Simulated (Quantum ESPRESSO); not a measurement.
Y3N:

```
Y N
1.0
     0.00000    3.60671    3.60671
     3.60671    0.00000    3.60671
     3.60671    3.60671    0.00000
Y N
3 1
Direct
  0.25000 0.25000 0.25000
  0.75000 0.75000 0.75000
  0.50000 0.50000 0.50000
  0.00000 0.00000 0.00000
```

The cell was built by a generator and needn't be a form met in nature.

```yaml
Program: Quantum ESPRESSO 7.5
Task: phonons
Functional: PBE
Potentials_or_basis: SG15 PBE 1.2
Cutoff: 1197 eV
Density_cutoff: 4789 eV
k_mesh: 2 × 2 × 2, shifted
Occupations: fermi-dirac, width 0.05 eV
Spin: no spin polarisation
Mixing_beta: 0.5
Most_SCF_iterations: 120
SCF_threshold: 8e-10 Ry
```

The first run showed a gap, so the response started from a second, tighter run with fixed occupations.

Q: Where do the zone-centre optical modes lie?

A: T1u at 231i cm⁻¹ (IR); T1u at 56i cm⁻¹ (IR); T2g at 122 cm⁻¹ (Raman). Polar modes are given without the macroscopic field (transverse values). Imaginary frequencies mark an instability of this cell.

Optical modes at Γ, degenerate ones joined, polar ones without the macroscopic field:
| cm⁻¹ | components | symmetry | active in |
| --- | --- | --- | --- |
| 231i | 3 | T1u | IR |
| 56i | 3 | T1u | IR |
| 122 | 3 | T2g | Raman |

Caveat: the k mesh is coarse (spacing up to 0.75 Å⁻¹), so the values aren't converged; some modes are imaginary; before the sum rule the acoustic modes lie tens of cm⁻¹ from zero, a sign that the density grid also shifts the optical modes; the gap on the mesh is small and may close between mesh points, in which case fixed occupations spoil the response.
